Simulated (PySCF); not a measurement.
# Ways to converge the SCF of SnH

Aim: find out which solver settings change the answer for SnH.

The runs use PySCF 2.14.0; each script names its method and basis.

4 further runs of the same task are left out: 4 that didn't finish.

## Step 1: The system as given

SnH: 2 atoms, charge 0, spin multiplicity 2.

Bond lengths: Sn1–H2 1.920 Å.

## Step 2: The run that the others are compared with

The input, input.py:

```python
from pyscf import gto, dft

mol = gto.M(
    atom='Sn 0 0 0; H 0 0 1.92',
    basis='ano-rcc-vdzp',
    charge=0,
    spin=1,
    verbose=4,
)
mf = dft.UKS(mol, xc='bhandhlyp')
mf = mf.sfx2c1e()
mf.kernel()
mf.analyze()
print('orbital energies (hartree):', [e[max(0, n-3):n+3].round(4) for e, n in zip(mf.mo_energy, mol.nelec)])
```

Run with:

```bash
python input.py
```

The log of this run is left out.

In short: E(SCF) = -6177.034979 Eh, 10 cycles, ⟨S²⟩ = 0.752, μ = 1.00 D.

The bond length is a typed value, not an optimised one.

## Step 3: Initial guess 1e

Run 1 changes initial guess: minao → 1e.

The input, input.py:

```python
from pyscf import gto, dft

mol = gto.M(
    atom='Sn 0 0 0; H 0 0 1.92',
    basis='ano-rcc-vdzp',
    charge=0,
    spin=1,
    verbose=4,
)
mf = dft.UKS(mol, xc='bhandhlyp')
mf = mf.sfx2c1e()
mf.init_guess = '1e'
mf.kernel()
mf.analyze()
print('orbital energies (hartree):', [e[max(0, n-3):n+3].round(4) for e, n in zip(mf.mo_energy, mol.nelec)])
```

Run with:

```bash
python input.py
```

## Step 4: Convergence threshold 1e-05 hartree

Run 2 changes convergence threshold: default → 1e-05 hartree.

Changes to input.py since step 2:

```diff
@@ -11,2 +11,3 @@
 mf = mf.sfx2c1e()
+mf.conv_tol = 1e-05
 mf.kernel()
```

**Question.** What will these runs give? Wanted: for each run, E(SCF); from base; gap, α spin; SCF dipole.

**Answer**, as computed:

```tsv
run	E(SCF) (hartree)	from base (eV)	cycles	gap, α spin (eV)	SCF dipole (D)
base	-6177.034979	0	10	3.37	1.00
initial guess 1e	-6177.034979	0.0000	13	3.37	1.00
convergence threshold 1e-05 hartree	-6177.034978	0.0000	5	3.37	0.99
```

Distance from each run's final energy (log10 hartree) by cycle:

```tsv
run	cycle 1	cycle 2	cycle 3	cycle 5	cycle 8	cycle 12
base	-2.3	-3.1	-4.2	-5.8	-7.7	done
initial guess 1e	1.7	1.1	0.1	-2.1	-5.4	-9.6
convergence threshold 1e-05 hartree	-2.3	-3.1	-4.2	-6.0	done	done
```

With initial guess 1e or convergence threshold 1e-05 hartree the SCF ends at the base energy. The base needs 10 cycles and the run with initial guess 1e needs 13.
